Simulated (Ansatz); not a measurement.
**[Cu(NH3)2]+ (CuN2H6+): an energy map over two coordinates**

How does the energy of [Cu(NH3)2]+ (CuH₆N₂), charge +1 change over two coordinates at once? A grid of runs gives the map.

The runs use Ansatz 0.2.0; RKS PBE0-D4/def2-TZVP.

### 1 The starting structure

9 atoms, charge 1, spin multiplicity 1.

Atoms are counted from 1 here; the program's logs count them from 0.

Bond lengths: Cu1–N2 1.925 Å, Cu1–N6 1.925 Å, N2–H3 1.034 Å, N2–H4 1.034 Å, N2–H5 1.034 Å, N6–H7 1.034 Å, N6–H8 1.034 Å, N6–H9 1.034 Å. Angles: N2–Cu1–N6 180.0°, Cu1–N2–H3 113.0°, Cu1–N2–H4 113.0°, Cu1–N2–H5 113.0°, H3–N2–H4 105.7°, H3–N2–H5 105.7°, H4–N2–H5 105.7°, Cu1–N6–H7 113.0°, Cu1–N6–H8 113.0°, Cu1–N6–H9 113.0°, H7–N6–H8 105.7°, H7–N6–H9 105.7°, H8–N6–H9 105.7°.

Coordinates:

```xyz
9

Cu    0.00004   -0.00001    0.00002
N    -0.00365   -0.01423    1.92459
H    -0.42418    0.83668    2.33403
H     0.94494   -0.08066    2.32991
H    -0.53406   -0.80763    2.32170
N     0.00366    0.01422   -1.92458
H    -0.94707    0.01790   -2.33031
H     0.47956   -0.80713   -2.33375
H     0.48074    0.84084   -2.32159
```

This geometry comes from a loose relaxation at PBE in a small basis, which is not shown.

### 2 Geometry optimisation

Input file input.yaml:

```yaml
crystal:
  periodic: [false, false, false]
  atoms:
    - { symbol: Cu, position_ang: [3.8e-05, -1.2e-05, 1.5e-05] }
    - { symbol: "N", position_ang: [-0.003646, -0.01423, 1.924588] }
    - { symbol: H, position_ang: [-0.424176, 0.836678, 2.334025] }
    - { symbol: H, position_ang: [0.944942, -0.080656, 2.329911] }
    - { symbol: H, position_ang: [-0.534056, -0.80763, 2.321698] }
    - { symbol: "N", position_ang: [0.003662, 0.014224, -1.924584] }
    - { symbol: H, position_ang: [-0.947071, 0.017903, -2.330306] }
    - { symbol: H, position_ang: [0.479562, -0.80713, -2.33375] }
    - { symbol: H, position_ang: [0.480735, 0.840843, -2.321587] }
total_charge: 1
basis:
  gaussian: { orbitals: def2-TZVP }
hamiltonian:
  xc: pbe0
  dispersion: d4
output:
  forces: true
relax:
  f_tol: 0.003
  max_steps: 120
```

Command:

```console
$ ansatz run input.yaml --threads 1 --pin off --max-ram 2560MiB --backend cpu --events-out ev --progress --plain --runs-dir out
```

Standard output (excerpt; [...] marks lines left out):

```text
Warning: RAYON_NUM_THREADS=1 ignored (pool sized by the plan → 1); use --threads N
[...]
Functional definition: PBE0
[...]
1116 factors; their error is unknown
[...]
mean field -47706.21902904 eV, -1753.1712128806 hartree, gradient 4.0e-5 eV, S^2 0.000000; 0 other end points of the search recorded, 0 dependent functions left out
[...]
reference -47706.21906684 eV, -1753.1712142695 hartree; 24, 24 occupied and 119, 119 virtual orbitals, 1116 factors
relax step   1: F+E_penalty+E_count = -47706.30061793 eV  Δ(F+E_penalty+E_count) = +0.000e0 eV  max|allowed force component| = 8.270e-1 eV/Å  Δτ_max = 0.0000 Å  (28 SCF iters, accepted)
[...]
relax step   4: F+E_penalty+E_count = -47706.33456855 eV  Δ(F+E_penalty+E_count) = -2.587e-4 eV  max|allowed force component| = 2.045e-2 eV/Å  Δτ_max = 0.0025 Å  (33 SCF iters, accepted)
[...]
relax step   5: F+E_penalty+E_count = -47706.33461468 eV  Δ(F+E_penalty+E_count) = -4.613e-5 eV  max|allowed force component| = 3.818e-4 eV/Å  Δτ_max = 0.0009 Å  (33 SCF iters, accepted)
1116 factors; their error is unknown
[...]
mean field -47706.25264588 eV, -1753.1724482768 hartree, gradient 6.5e-6 eV, S^2 0.000000; 1 other end points of the search recorded, 0 dependent functions left out
[...]
reference -47706.25268357 eV, -1753.1724496618 hartree; 24, 24 occupied and 119, 119 virtual orbitals, 1116 factors
Total energy: -47706.33465236 eV, -1753.1754619593 hartree
Atom 0 at     0.000001    -0.000003     0.000001 Å, force     0.000001    -0.000000    -0.000000 eV/Å
Atom 1 at    -0.003652    -0.014214     1.923624 Å, force     0.000003    -0.000001     0.000382 eV/Å
Atom 2 at    -0.419994     0.828105     2.313835 Å, force     0.000037    -0.000088    -0.000021 eV/Å
Atom 3 at     0.935367    -0.079725     2.309704 Å, force    -0.000093     0.000013    -0.000022 eV/Å
Atom 4 at    -0.528521    -0.799546     2.301610 Å, force     0.000052     0.000074    -0.000018 eV/Å
Atom 5 at     0.003650     0.014211    -1.923622 Å, force     0.000004     0.000001    -0.000382 eV/Å
Atom 6 at    -0.937457     0.017880    -2.310159 Å, force     0.000093     0.000003     0.000020 eV/Å
Atom 7 at     0.474593    -0.798992    -2.313518 Å, force    -0.000054     0.000078     0.000023 eV/Å
Atom 8 at     0.476001     0.832273    -2.301465 Å, force    -0.000042    -0.000080     0.000020 eV/Å
Dipole moment:    -0.000002     0.000001    -0.000000 e Å
```

Run time: 31 s. Hardware: 1 thread of Arm Neoverse V2, shared host; peak memory 0.29 GiB.

Step by step:

| step | energy from step 1 (eV) | largest force component (eV/Å) |
| --- | --- | --- |
| 1 | 0.0000 | 0.8270 |
| 2 | -0.0301 | 0.3201 |
| 3 | -0.0337 | 0.0575 |
| 4 | -0.0340 | 0.0204 |
| 5 | -0.0340 | 0.0004 |

Close pairs (by a distance rule), those that changed most:

| bond | before (Å) | after (Å) | change (Å) |
| --- | --- | --- | --- |
| N2–H3 | 1.034 | 1.017 | -0.016 |
| N6–H8 | 1.034 | 1.017 | -0.016 |
| N2–H4 | 1.034 | 1.017 | -0.016 |
| N6–H7 | 1.034 | 1.017 | -0.016 |
| N2–H5 | 1.034 | 1.017 | -0.016 |
| N6–H9 | 1.034 | 1.017 | -0.016 |
| Cu1–N6 | 1.925 | 1.924 | -0.001 |
| Cu1–N2 | 1.925 | 1.924 | -0.001 |

### 3 Setting up the map

First coordinate, angle N2–Cu1–N6 (carried through 180): 11 values from 140 to 220 °. Second coordinate, change of the bonds Cu1–N2, Cu1–N6, all alike: 11 values from −0.212 to 0.327 Å.

Nothing else is relaxed (all other coordinates rigid). Energies count from the relaxed molecule at the same level. Points are written as (first, second).

Below, 3 of the grid's runs; all are launched alike.

### 4 Grid point (180°, 0.004 Å)

Input file input.yaml:

```yaml
crystal:
  periodic: [false, false, false]
  atoms:
    - { symbol: Cu, position_ang: [1.0e-06, -3.0e-06, 1.0e-06] }
    - { symbol: "N", position_ang: [-0.003662, -0.014244, 1.927624] }
    - { symbol: H, position_ang: [-0.420004, 0.828075, 2.317835] }
    - { symbol: H, position_ang: [0.935357, -0.079755, 2.313705] }
    - { symbol: H, position_ang: [-0.528531, -0.799575, 2.305609] }
    - { symbol: "N", position_ang: [0.003655, 0.014241, -1.927621] }
    - { symbol: H, position_ang: [-0.937452, 0.01791, -2.314158] }
    - { symbol: H, position_ang: [0.474598, -0.798963, -2.317519] }
    - { symbol: H, position_ang: [0.476005, 0.832303, -2.305466] }
total_charge: 1
basis:
  gaussian: { orbitals: def2-TZVP }
hamiltonian:
  xc: pbe0
  dispersion: d4
output:
  forces: true
```

Command:

```console
$ ansatz run input.yaml --threads 1 --pin off --max-ram 2560MiB --backend cpu --events-out ev --progress --plain --runs-dir out
```

Standard output (excerpt; [...] marks lines left out):

```text
Warning: RAYON_NUM_THREADS=1 ignored (pool sized by the plan → 1); use --threads N
[...]
Functional definition: PBE0
[...]
1116 factors; their error is unknown
[...]
mean field -47706.25258355 eV, -1753.1724459861 hartree, gradient 3.3e-5 eV, S^2 0.000000; 0 other end points of the search recorded, 0 dependent functions left out
[...]
reference -47706.25262120 eV, -1753.1724473698 hartree; 24, 24 occupied and 119, 119 virtual orbitals, 1116 factors
Total energy: -47706.33447770 eV, -1753.1754555407 hartree
Atom 0 at     0.000001    -0.000003     0.000001 Å, force    -0.000003     0.000002     0.000000 eV/Å
Atom 1 at    -0.003662    -0.014244     1.927624 Å, force     0.000104     0.000277    -0.036476 eV/Å
Atom 2 at    -0.420004     0.828075     2.317835 Å, force     0.000311    -0.000615    -0.002446 eV/Å
Atom 3 at     0.935357    -0.079755     2.313705 Å, force    -0.000722     0.000073    -0.002453 eV/Å
Atom 4 at    -0.528531    -0.799575     2.305609 Å, force     0.000391     0.000588    -0.002432 eV/Å
Atom 5 at     0.003655     0.014241    -1.927621 Å, force    -0.000060    -0.000304     0.036476 eV/Å
Atom 6 at    -0.937452     0.017910    -2.314158 Å, force     0.000699    -0.000014     0.002443 eV/Å
Atom 7 at     0.474598    -0.798963    -2.317519 Å, force    -0.000374     0.000610     0.002456 eV/Å
Atom 8 at     0.476005     0.832303    -2.305466 Å, force    -0.000346    -0.000616     0.002431 eV/Å
Dipole moment:    -0.000003     0.000002     0.000000 e Å
```

Wall time 4.8 s (1 thread of Arm Neoverse V2, shared host); peak memory 0.28 GiB.

On the map this point reads 0 kJ/mol.

### 5 Point (164°, −0.104 Å)

Input file input.yaml:

```yaml
crystal:
  periodic: [false, false, false]
  atoms:
    - { symbol: Cu, position_ang: [1.0e-06, -3.0e-06, 1.0e-06] }
    - { symbol: "N", position_ang: [0.249827, -0.013318, 1.8024] }
    - { symbol: H, position_ang: [-0.109024, 0.8286, 2.246816] }
    - { symbol: H, position_ang: [1.233505, -0.077837, 2.054037] }
    - { symbol: H, position_ang: [-0.216523, -0.799162, 2.249696] }
    - { symbol: "N", position_ang: [0.256667, 0.013308, -1.801436] }
    - { symbol: H, position_ang: [-0.621484, 0.017917, -2.315184] }
    - { symbol: H, position_ang: [0.776452, -0.800407, -2.122057] }
    - { symbol: H, position_ang: [0.777845, 0.830857, -2.109808] }
total_charge: 1
basis:
  gaussian: { orbitals: def2-TZVP }
hamiltonian:
  xc: pbe0
  dispersion: d4
output:
  forces: true
```

Command:

```console
$ ansatz run input.yaml --threads 1 --pin off --max-ram 2560MiB --backend cpu --events-out ev --progress --plain --runs-dir out
```

Standard output (excerpt; [...] marks lines left out):

```text
Warning: RAYON_NUM_THREADS=1 ignored (pool sized by the plan → 1); use --threads N
[...]
Functional definition: PBE0
[...]
1116 factors; their error is unknown
[...]
mean field -47706.01636380 eV, -1753.1637650705 hartree, gradient 1.6e-5 eV, S^2 0.000000; 0 other end points of the search recorded, 0 dependent functions left out
[...]
reference -47706.01640019 eV, -1753.1637664076 hartree; 24, 24 occupied and 119, 119 virtual orbitals, 1116 factors
Total energy: -47706.10205828 eV, -1753.1669142845 hartree
Atom 0 at     0.000001    -0.000003     0.000001 Å, force     0.286532     0.000153     0.000878 eV/Å
Atom 1 at     0.249827    -0.013318     1.802400 Å, force    -0.152389    -0.011243     1.457224 eV/Å
Atom 2 at    -0.109024     0.828600     2.246816 Å, force    -0.003161     0.008585     0.113993 eV/Å
Atom 3 at     1.233505    -0.077837     2.054037 Å, force     0.012378    -0.001741     0.006196 eV/Å
Atom 4 at    -0.216523    -0.799162     2.249696 Å, force    -0.002292    -0.008360     0.122668 eV/Å
Atom 5 at     0.256667     0.013308    -1.801436 Å, force    -0.149488     0.010871    -1.458190 eV/Å
Atom 6 at    -0.621484     0.017917    -2.315184 Å, force     0.005433     0.001071    -0.156669 eV/Å
Atom 7 at     0.776452    -0.800407    -2.122057 Å, force     0.001399    -0.018826    -0.043294 eV/Å
Atom 8 at     0.777845     0.830857    -2.109808 Å, force     0.001589     0.019490    -0.042807 eV/Å
Dipole moment:     0.148290     0.000023     0.000307 e Å
```

Wall time 5 s (1 thread of Arm Neoverse V2, shared host); peak memory 0.28 GiB.

On the map this point reads 22 kJ/mol.

### 6 The run at (140°, 0.165 Å)

Input file input.yaml:

```yaml
crystal:
  periodic: [false, false, false]
  atoms:
    - { symbol: Cu, position_ang: [1.0e-06, -3.0e-06, 1.0e-06] }
    - { symbol: "N", position_ang: [0.71064, -0.014512, 1.964017] }
    - { symbol: H, position_ang: [0.450735, 0.826926, 2.473466] }
    - { symbol: H, position_ang: [1.725239, -0.077479, 2.005633] }
    - { symbol: H, position_ang: [0.348684, -0.800999, 2.49837] }
    - { symbol: "N", position_ang: [0.71809, 0.01449, -1.961304] }
    - { symbol: H, position_ang: [-0.034052, 0.020365, -2.646397] }
    - { symbol: H, position_ang: [1.291926, -0.800074, -2.166984] }
    - { symbol: H, position_ang: [1.293248, 0.831188, -2.154449] }
total_charge: 1
basis:
  gaussian: { orbitals: def2-TZVP }
hamiltonian:
  xc: pbe0
  dispersion: d4
output:
  forces: true
```

Command:

```console
$ ansatz run input.yaml --threads 1 --pin off --max-ram 2560MiB --backend cpu --events-out ev --progress --plain --runs-dir out
```

Standard output (excerpt; [...] marks lines left out):

```text
Warning: RAYON_NUM_THREADS=1 ignored (pool sized by the plan → 1); use --threads N
[...]
Functional definition: PBE0
[...]
1116 factors; their error is unknown
[...]
mean field -47705.78397250 eV, -1753.1552248476 hartree, gradient 6.0e-5 eV, S^2 0.000000; 0 other end points of the search recorded, 0 dependent functions left out
[...]
reference -47705.78400157 eV, -1753.1552259159 hartree; 24, 24 occupied and 119, 119 virtual orbitals, 1116 factors
Total energy: -47705.86436154 eV, -1753.1581790903 hartree
Atom 0 at     0.000001    -0.000003     0.000001 Å, force     1.242327     0.000323     0.004039 eV/Å
Atom 1 at     0.710640    -0.014512     1.964017 Å, force    -0.537501     0.002823    -0.522019 eV/Å
Atom 2 at     0.450735     0.826926     2.473466 Å, force    -0.004534    -0.039230    -0.023280 eV/Å
Atom 3 at     1.725239    -0.077479     2.005633 Å, force    -0.081656     0.001944    -0.119038 eV/Å
Atom 4 at     0.348684    -0.800999     2.498370 Å, force     0.005598     0.039132    -0.015541 eV/Å
Atom 5 at     0.718090     0.014490    -1.961304 Å, force    -0.547167    -0.003772     0.516598 eV/Å
Atom 6 at    -0.034052     0.020365    -2.646397 Å, force     0.052136    -0.000067    -0.009911 eV/Å
Atom 7 at     1.291926    -0.800074    -2.166984 Å, force    -0.064655     0.018420     0.084519 eV/Å
Atom 8 at     1.293248     0.831188    -2.154449 Å, force    -0.064547    -0.019573     0.084633 eV/Å
Dipole moment:     0.297612     0.000061     0.000647 e Å
```

Wall time 4.4 s (1 thread of Arm Neoverse V2, shared host); peak memory 0.28 GiB.

Energy on the map's scale: 45 kJ/mol.

### 7 All points together

121 points were computed. Energies in kJ/mol, from the relaxed molecule at the same level:

```csv
"change of the bonds Cu1–N2, Cu1–N6, all alike (Å) ↓, angle N2–Cu1–N6 (carried through 180) (°) →",140,148,156,164,172,180,188,196,204,212,220
0.327,81,75,71,68,66,65,66,68,71,75,81
0.273,67,61,56,53,50,50,50,53,56,61,67
0.219,55,49,43,39,36,35,36,39,43,49,55
0.165,45,38,31,26,23,22,23,26,31,38,45
0.112,38,29,22,16,12,11,12,16,22,29,38
0.058,34,24,15,9,5,3,5,9,15,24,34
0.004,36,24,14,6,2,0,2,6,14,24,36
−0.050,44,30,19,10,5,3,5,10,19,30,44
−0.104,61,45,32,22,16,14,16,22,32,45,61
−0.158,89,72,57,46,39,37,39,46,57,72,89
−0.212,133,113,97,84,76,74,76,84,97,113,133
```

On the same grid, largest force on an atom (eV/Å):

```tsv
change of the bonds Cu1–N2, Cu1–N6, all alike (Å) ↓, angle N2–Cu1–N6 (carried through 180) (°) →	140	148	156	164	172	180	188	196	204	212	220
0.327	1.30	1.12	1.11	1.14	1.16	1.17	1.16	1.14	1.11	1.12	1.30
0.273	1.31	1.13	1.07	1.11	1.13	1.14	1.13	1.11	1.07	1.13	1.31
0.219	1.29	1.13	0.99	1.03	1.05	1.06	1.05	1.03	0.99	1.13	1.29
0.165	1.24	1.11	0.91	0.90	0.93	0.94	0.93	0.90	0.91	1.11	1.24
0.112	1.16	1.06	0.88	0.72	0.74	0.74	0.74	0.72	0.88	1.06	1.16
0.058	1.01	0.96	0.82	0.60	0.45	0.45	0.45	0.60	0.82	0.96	1.01
0.004	0.79	0.80	0.72	0.54	0.29	0.04	0.29	0.54	0.72	0.80	0.79
−0.050	1.16	0.99	0.83	0.69	0.58	0.54	0.58	0.69	0.83	0.99	1.16
−0.104	1.96	1.77	1.60	1.47	1.37	1.34	1.37	1.47	1.60	1.77	1.96
−0.158	3.06	2.86	2.68	2.54	2.45	2.42	2.45	2.54	2.68	2.86	3.06
−0.212	4.54	4.32	4.13	3.98	3.89	3.85	3.89	3.98	4.13	4.32	4.54
```

### 8 Summary of results

```
                       quantity                                                                          value
                   lowest point                                                      (180°, 0.004 Å), 0 kJ/mol
         highest computed point                                  (220°, −0.212 Å), 133 kJ/mol above the lowest
largest force on an atom (eV/Å)  0.04 at (180°, 0.004 Å) to 4.54 at (140°, −0.212 Å); 0.04 at the lowest point
        time for the whole task                                                10 min on 1 thread, shared host
```

The lowest computed point is at (180°, 0.004 Å), 0 kJ/mol from the relaxed molecule at the same level. The grid is coarse, so the lowest point of the scanned range may lie between grid points; coordinates that were held can hide deeper minima. The grid shows no other well, apart from its symmetry copies. The highest computed point, (220°, −0.212 Å), lies 133 kJ/mol above the lowest. Round the minimum the two coordinates are nearly uncoupled.
